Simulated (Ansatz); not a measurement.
# Au: the cost of one run

Method: DFT r2SCAN, scalar-relativistic, plane waves, PAW, in Ansatz 0.2.0.

## 1. The system as given

Symmetry: I4/mmm, No. 139, tetragonal system. The conventional cell has a = 2.917 Å, b = 2.917 Å, c = 4.438 Å, α = 90.00°, β = 90.00°, γ = 90.00°. Au (site symmetry 4/mmm) is surrounded by 12 Au at 2.92 to 3.03 Å.

Coordinates:

```
Au
1.0
    -1.45848    1.45848    2.21886
     1.45848   -1.45848    2.21886
     1.45848    1.45848   -2.21886
Au
1
Direct
  0.00000 0.00000 0.00000
```

This is candidate A: indium (bct) type (I4/mmm, No. 139).

(A quick probe on a coarse mesh, which set the mesh and smearing, is not shown.)

## 3. Rough relaxation on the coarse mesh (candidate A)

input.yaml

```yaml
crystal:
  lattice:
    - [-1.4584792887, 1.4584792887, 2.2188634728]
    - [1.4584792887, -1.4584792887, 2.2188634728]
    - [1.4584792887, 1.4584792887, -2.2188634728]
  atoms:
    - { symbol: Au, position: [0.0, 0.0, 0.0] }
basis:
  ecutwfc: 500
kpoints:
  mp_grid: { grid: [8, 8, 8] }
hamiltonian:
  xc: r2scan
scf:
  occupations: { method: gaussian, width: 0.1 }
  lower_state_search: "off"
output:
  forces: true
  stress: true
  eigenvalues: true
relax:
  adjacent_minimum: "off"
  f_tol: 0.04
  max_steps: 70
  cell: { stress_tol: 0.4 }
```

What time and memory should one allow on 1 thread of an x86-64 CPU, shared host?

About 10 s, with a peak of 0.45 GiB.
